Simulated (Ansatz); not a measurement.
# Sr: response to strain

Sr is deformed so: equal xx and yy strain of -2 %. What stress and forces result, by LAPW, PAW and all-electron datasets made for the crystal?

Method: DFT LDA, scalar-relativistic, in Ansatz 0.2.0.

## 1. The system as given

The structure is cubic, space group Fm-3m (No. 225). Conventional cell: a = 6.085 Å, b = 6.085 Å, c = 6.085 Å, α = 90.00°, β = 90.00°, γ = 90.00°. Sr (site symmetry m-3m) is surrounded by 12 Sr at 4.30 Å.

Structure file:

```cif
data_structure
_symmetry_space_group_name_H-M 'Fm-3m'
_symmetry_Int_Tables_number 225
_cell_length_a 6.0847
_cell_length_b 6.0847
_cell_length_c 6.0847
_cell_angle_alpha 90.000
_cell_angle_beta 90.000
_cell_angle_gamma 90.000
_cell_volume 225.28
loop_
_atom_site_label
_atom_site_type_symbol
_atom_site_symmetry_multiplicity
_atom_site_Wyckoff_symbol
_atom_site_fract_x
_atom_site_fract_y
_atom_site_fract_z
_atom_site_occupancy
Sr1 Sr 4 a 0.00000 0.00000 0.00000 1
```

The file gives the conventional cell by its symmetry; the runs use the cell typed in the input.

## 2. After the deformation

Space group Fm-3m before, I4/mmm after.

## 3. All-electron LAPW

input.yaml

```yaml
crystal:
  lattice:
    - [0.0, 2.981503, 3.04235]
    - [2.981503, 0.0, 3.04235]
    - [2.981503, 2.981503, 0.0]
  atoms:
    - { symbol: Sr, position: [0.0, 0.0, 0.0] }
kpoints:
  mp_grid: { grid: [10, 10, 10] }
  band_path:
    path:
      - [0.0, 0.0, 0.0]
      - [0.0, 0.5, 0.5]
      - [0.25, 0.75, 0.5]
      - [0.0, 0.5, 0.0]
      - [0.0, 0.0, 0.0]
      - [0.5, 0.5, 0.0]
      - [0.37005, 0.62995, 0.0]
      - [-0.37005, 0.37005, 0.0]
      - [0.0, 0.0, 0.0]
    npoints: 5
scf:
  occupations: { method: fermi_dirac, width: 0.08 }
hamiltonian:
  xc: lda
  pseudopotentials: { kind: all_electron, lapw: { basis_error: 0.0005 } }
output:
  forces: true
  stress: true
  eigenvalues: true
```

The run is started by

```bash
ansatz run input.yaml --threads 1 --pin off --max-ram 3072MiB --backend cpu --events-out ev --progress --plain --runs-dir out
```

## 4. PAW on the default files

input.yaml

```yaml
crystal:
  lattice:
    - [0.0, 2.981503, 3.04235]
    - [2.981503, 0.0, 3.04235]
    - [2.981503, 2.981503, 0.0]
  atoms:
    - { symbol: Sr, position: [0.0, 0.0, 0.0] }
kpoints:
  mp_grid: { grid: [10, 10, 10] }
scf:
  occupations: { method: fermi_dirac, width: 0.08 }
hamiltonian:
  xc: lda
  pseudopotentials: { kind: paw }
output:
  forces: true
  stress: true
  eigenvalues: true
  efg: { contact_densities: true }
```

## 5. Datasets made for this crystal

input.yaml, as its differences from that of step 4:

```diff
@@ -13,3 +13,3 @@
   xc: lda
-  pseudopotentials: { kind: paw }
+  pseudopotentials: { kind: all_electron, datasets: crystal }
 output:
```

(Steps that only read results are left out.)

**Question.** What will these runs give? Wanted: pressure; largest shear or deviatoric stress.

As calculated:

| quantity | value |
| --- | --- |
| pressure | LAPW -1.20, PAW -1.20, crystal datasets -1.20 GPa |
| largest shear or deviatoric stress (LAPW) | 0.07 GPa |

**Reading.** The largest part of the stress beyond the pressure is 0.07 GPa in size, in the zz component. No run of the undeformed cell stands beside it, so the pressure holds what the given cell had before the change. PAW: stress within 0.01 GPa of LAPW. Crystal datasets: stress within 0.01 GPa of LAPW.
